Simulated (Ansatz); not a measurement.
**C2H7AlFN: small, medium and large basis sets**

How large a basis does C2H7AlFN need? Two functionals are run in growing sets.

Program: Ansatz 0.2.0, Gaussian basis. Level of theory: one geometry, several basis sets. These are calculated values, not measurements.

Levels to be run: PBE0-D4/def2-SVP; ωB97M-V/def2-SVP; PBE0-D4/def2-QZVPP; ωB97M-V/def2-QZVPP; the functionals' def2-TZVPP values are taken from earlier runs.

## Step 1: The geometry

An earlier PBE0-D4 in a triple-zeta def2 set relaxation fixed the geometry.

SMILES `C[NH][Al]([CH3])[F]`, 12 atoms, charge 0, spin multiplicity 1.

Atoms are counted from 1 here; the program's logs count them from 0.

Bond lengths: C1–N2 1.447 Å, C1–H6 1.097 Å, C1–H7 1.097 Å, C1–H8 1.093 Å, N2–Al3 1.763 Å, N2–H9 1.009 Å, Al3–C4 1.937 Å, Al3–F5 1.656 Å, C4–H10 1.094 Å, C4–H11 1.092 Å, C4–H12 1.094 Å. Angles: N2–C1–H6 112.4°, N2–C1–H7 112.4°, N2–C1–H8 110.1°, H6–C1–H7 107.6°, H6–C1–H8 107.0°, H7–C1–H8 107.0°, C1–N2–Al3 128.8°, C1–N2–H9 112.1°, Al3–N2–H9 119.1°, N2–Al3–C4 124.6°, N2–Al3–F5 115.4°, C4–Al3–F5 119.9°, Al3–C4–H10 110.8°, Al3–C4–H11 112.5°, Al3–C4–H12 110.9°, H10–C4–H11 107.8°, H10–C4–H12 106.7°, H11–C4–H12 107.8°.

Geometry (Å):

```xyz
12

C    -1.78281    0.36285   -0.47265
N    -0.48362    0.47451   -1.09924
Al    1.09909    0.05823   -0.44353
C     1.40120   -0.66286    1.32911
F     2.38131    0.32250   -1.45829
H    -2.28805    1.33180   -0.38131
H    -2.45381   -0.31179   -1.01776
H    -1.67911   -0.03914    0.53833
H    -0.54514    0.84530   -2.03583
H     1.87730   -1.64617    1.27338
H     0.47602   -0.77166    1.89980
H     2.07451   -0.01867    1.90198
```

## Step 2: PBE0-D4 in def2-SVP

Input file in.yaml:

```yaml
crystal:
  periodic: [false, false, false]
  atoms:
    - {symbol: C, position_ang: [-1.782808, 0.362846, -0.472647]}
    - {symbol: N, position_ang: [-0.483618, 0.474506, -1.099243]}
    - {symbol: Al, position_ang: [1.099092, 0.058233, -0.443529]}
    - {symbol: C, position_ang: [1.401202, -0.662856, 1.329109]}
    - {symbol: F, position_ang: [2.381312, 0.322499, -1.458291]}
    - {symbol: H, position_ang: [-2.288047, 1.331797, -0.381309]}
    - {symbol: H, position_ang: [-2.453813, -0.311787, -1.017756]}
    - {symbol: H, position_ang: [-1.679107, -0.039139, 0.538333]}
    - {symbol: H, position_ang: [-0.545143, 0.845300, -2.035833]}
    - {symbol: H, position_ang: [1.877304, -1.646175, 1.273376]}
    - {symbol: H, position_ang: [0.476021, -0.771656, 1.899805]}
    - {symbol: H, position_ang: [2.074506, -0.018668, 1.901984]}
basis:
  gaussian: {orbitals: def2-SVP}
hamiltonian: {xc: pbe0, dispersion: d4}
output: {orbitals: {seedname: orbitals}}
```

The run is started by

```bash
$ ansatz run in.yaml --threads 4 --pin off --events-out ev --progress --plain --max-ram 10444MiB
```

After this run come: ωB97M-V in def2-SVP; PBE0-D4 in def2-QZVPP; ωB97M-V in def2-QZVPP.

Q: Predict the results of all the runs planned. Wanted: PBE0-D4: double and triple zeta above quadruple; ωB97M-V: double and triple zeta above quadruple.

The runs gave:

| quantity | value |
| --- | --- |
| PBE0-D4: double and triple zeta above quadruple | 10.60, 0.60 eV |
| ωB97M-V: double and triple zeta above quadruple | 10.84, 0.57 eV |

In words: For PBE0-D4 the step from double to triple zeta gains 10.00 eV and the next only 0.60 eV. These are total energies; as a rule much of such shifts cancels in differences, which this series doesn't test. The LUMO of ωB97M-V is positive and keeps falling with the basis (1.89 to 0.97 eV): an unbound level that the basis holds in place.
